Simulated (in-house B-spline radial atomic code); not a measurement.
# Tm⁴⁺: binding energies from hole states

How tightly is each shell of Tm⁴⁺ bound, and how much do the other electrons relax when one leaves?

Method: Dirac-Hartree-Fock, average of configuration, Fermi nucleus, basis-set limit. Code: in-house B-spline radial atomic code version 1.

## (1) The atom as given

- element: thulium (Z = 69)
- charge: +4
- electrons: 65
- configuration: [Xe] 4f11
- Hamiltonian: Dirac-Coulomb
- nucleus: Fermi, rms radius 5.226 fm

Outer shells as boxes (Hund's rule):

[Xe] 4f11
```
[Xe] core
4f [↑↓][↑↓][↑↓][↑↓][↑ ][↑ ][↑ ]
```

The boxes draw the filling by Hund's rule, which heavy ions in jj coupling don't follow; these runs average over all states of the configuration.

Input settings:

```ini
Z = 69
electrons = 65.0
configuration = [Xe] 4f11
hamiltonian = dirac
method = hf
spin_polarised = False
nucleus = fermi
rms_radius = 5.2256
mass_number = 169
atomic_mass = 168.934218956
speed_of_light = 137.035999084
```

This reference run was done before. Its total energy is -13571.406483 hartree, and its levels are (the highest eight at most):

| orbital | occupation | energy (eV) | <r> (bohr) |
| --- | --- | --- | --- |
| 4p3/2 | 4 | -409.46 | 0.5357 |
| 4d3/2 | 4 | -260.24 | 0.5627 |
| 4d5/2 | 6 | -251.23 | 0.5735 |
| 5s1/2 | 2 | -113.82 | 1.201 |
| 5p1/2 | 2 | -84.832 | 1.314 |
| 5p3/2 | 4 | -77.661 | 1.397 |
| 4f5/2 | 4.71429 | -70.915 | 0.6919 |
| 4f7/2 | 6.28571 | -69.491 | 0.7012 |

## (2) The 1s hole

Input settings:

```ini
Z = 69
electrons = 64.0
configuration = 1s1 2s2 2p6 3s2 3p6 3d10 4s2 4p6 4d10 4f11 5s2 5p6
hamiltonian = dirac
method = hf
spin_polarised = False
nucleus = fermi
rms_radius = 5.2256
mass_number = 169
atomic_mass = 168.934218956
speed_of_light = 137.035999084
```

## (3) The 2s hole

Settings: those of step 2 with these lines changed.

```diff
@@ -2,3 +2,3 @@
 electrons = 64.0
-configuration = 1s1 2s2 2p6 3s2 3p6 3d10 4s2 4p6 4d10 4f11 5s2 5p6
+configuration = 1s2 2s1 2p6 3s2 3p6 3d10 4s2 4p6 4d10 4f11 5s2 5p6
 hamiltonian = dirac
```

## (4) The 2p1/2 hole

In configurations, a minus sign after the shell means j = l − 1/2 and a plus sign j = l + 1/2; the count of electrons follows.

Settings: those of step 3 with these lines changed.

```diff
@@ -2,3 +2,3 @@
 electrons = 64.0
-configuration = 1s2 2s1 2p6 3s2 3p6 3d10 4s2 4p6 4d10 4f11 5s2 5p6
+configuration = 1s2 2s2 2p-1 2p+4 3s2 3p6 3d10 4s2 4p6 4d10 4f11 5s2 5p6
 hamiltonian = dirac
```

## (5) The 2p3/2 hole

Settings: those of step 4 with these lines changed.

```diff
@@ -2,3 +2,3 @@
 electrons = 64.0
-configuration = 1s2 2s2 2p-1 2p+4 3s2 3p6 3d10 4s2 4p6 4d10 4f11 5s2 5p6
+configuration = 1s2 2s2 2p-2 2p+3 3s2 3p6 3d10 4s2 4p6 4d10 4f11 5s2 5p6
 hamiltonian = dirac
```

## (6) The 3s hole

Settings: those of step 5 with these lines changed.

```diff
@@ -2,3 +2,3 @@
 electrons = 64.0
-configuration = 1s2 2s2 2p-2 2p+3 3s2 3p6 3d10 4s2 4p6 4d10 4f11 5s2 5p6
+configuration = 1s2 2s2 2p6 3s1 3p6 3d10 4s2 4p6 4d10 4f11 5s2 5p6
 hamiltonian = dirac
```

## (7) The 3p1/2 hole

Settings: those of step 6 with these lines changed.

```diff
@@ -2,3 +2,3 @@
 electrons = 64.0
-configuration = 1s2 2s2 2p6 3s1 3p6 3d10 4s2 4p6 4d10 4f11 5s2 5p6
+configuration = 1s2 2s2 2p6 3s2 3p-1 3p+4 3d10 4s2 4p6 4d10 4f11 5s2 5p6
 hamiltonian = dirac
```

Before running: What does each hole state cost in eV, and how does that compare with the orbital energies or single holes?

As calculated:

| hole | ΔSCF (eV) | with Breit, QED, recoil (eV) | −ε of the parent (eV) | −ε less ΔSCF (eV) |
| --- | --- | --- | --- | --- |
| 1s | 59723.2 | 59446.5 | 59804.8 | 81.66 |
| 2s | 10216.6 | 10183.5 | 10264.0 | 47.45 |
| 2p1/2 | 9710.79 | 9678.45 | 9762.47 | 51.68 |
| 2p3/2 | 8730.95 | 8709.54 | 8780.08 | 49.13 |
| 3s | 2382.24 | 2375.76 | 2407.87 | 25.63 |
| 3p1/2 | 2161.18 | 2155.25 | 2187.68 | 26.50 |

**Reading.** Every ΔSCF value lies below −ε, since the other electrons relax into the hole: by 81.7 eV for 1s and 26.50 eV for 3p1/2. The difference of the 1s and 2p3/2 holes gives a Kα1 line at 50736.9 eV for this charge state (with Breit, QED and recoil). The spin-orbit splitting of the 2p hole is 968.91 eV with those corrections. Values are for the free ion, measured from the vacuum level.
